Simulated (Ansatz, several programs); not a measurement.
MgCd3Te4 as one 8-atom ordering (P-43m) on the zincblende lattice, relaxed with PBE in Ansatz (plane waves, PAW): space group P-43m (No. 215), cubic; conventional cell a = 6.591 Å, 35.79 Å³ an atom. Mg has 4 Te at 2.82 Å; Te has 1 Mg at 2.82 Å and 3 Cd at 2.86 Å; Cd has 4 Te at 2.86 Å. The cell was then scaled with its shape and fractional coordinates held, which makes it stiffer than a relaxed compression. Note: simulated data, non-magnetic, for a generated structure that need not be the stable one.

```csv
V (Å³/atom),E (meV/atom)
33.645,15.58
35.793,0.00
36.866,3.38
37.940,12.70
```

Question: Pass a cubic E = c₀ + c₁u + c₂u² + c₃u³, with u = V − 36.061 Å³, through these points.

Answer: c₀ = 0.23, c₁ = +1.646, c₂ = 2.943, c₃ = -0.1525 (meV and Å³).

Question: Where is the minimum, and what bulk modulus follows?

Answer: dE/du = 0 at u = -0.274, so V₀ = 35.79 Å³. B = V₀ d²E/dV² = 35.79 × (2c₂ + 6c₃u) = 35.79 × 6.137 = 220 meV/Å³, and 1 meV/Å³ is 0.16022 GPa: 35 GPa. A third-order Birch-Murnaghan fit to all five points gives 35.78 Å³ and 35 GPa.

Question: Predict the energy and the pressure at the withheld volume, 34.719 Å³.

Answer: With u = -1.342: E ≈ 3.69 meV and P = −dE/dV ≈ +1.13 GPa. The run gives 3.63 meV and, from its stress, +1.13 GPa.
